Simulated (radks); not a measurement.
**Co²⁺ in [Ar] 3d7: an all-electron calculation**

Wanted: eigenvalues, radial structure and energy terms of the cobalt ion Co2+.

Program: radks (a radial shooting solver on a logarithmic mesh, Libxc functionals) version 1. Level of theory: non-relativistic Kohn-Sham, AM05, spin-polarised, spherical densities, point nucleus; open shells are filled with parallel spins first. These are calculated values, not measurements, unless marked.

**1. Starting point**

| Item | Value |
| --- | --- |
| element | cobalt (Z = 27) |
| charge | +2 |
| electrons | 25 |
| configuration | [Ar] 3d7 |

The outer shells:

Co²⁺
```
[Ar] core
3d [↑↓][↑↓][↑ ][↑ ][↑ ]
```

**2. Self-consistent calculation**

The run's settings:

```text
Z 27
configuration [Ar] 3d7 4s0 4p0
relativity non-relativistic
functional am05,am05
spin polarised
nucleus point
```

What does the calculation give?

The runs gave:

```
                        quantity                     value
                    total energy       -1379.38388 hartree
exchange-correlation share of it                    4.08 %
                            −T/E                    0.9990
          highest occupied level       3d down, -25.446 eV
    most extended occupied level  3d down, <r> = 1.04 bohr
 radius at density 0.001 e/bohr³                 2.99 bohr
    maxima of the radial density                         3
         ionisation energy, NIST       33.5 (semi-emp.) eV
```

3 principal shells are occupied and 3 maxima appear in the radial density. The ratio −T/E is 0.9990; for a non-relativistic Coulomb system it is 1 up to the kinetic part of correlation. The top level binds by 25.446 eV, 76 % of the NIST ionisation energy of 33.5 eV; the potential of a semilocal functional falls off too fast, so its top eigenvalue is too shallow. Open shells are spherical and high-spin; term and fine-structure splittings are not resolved.
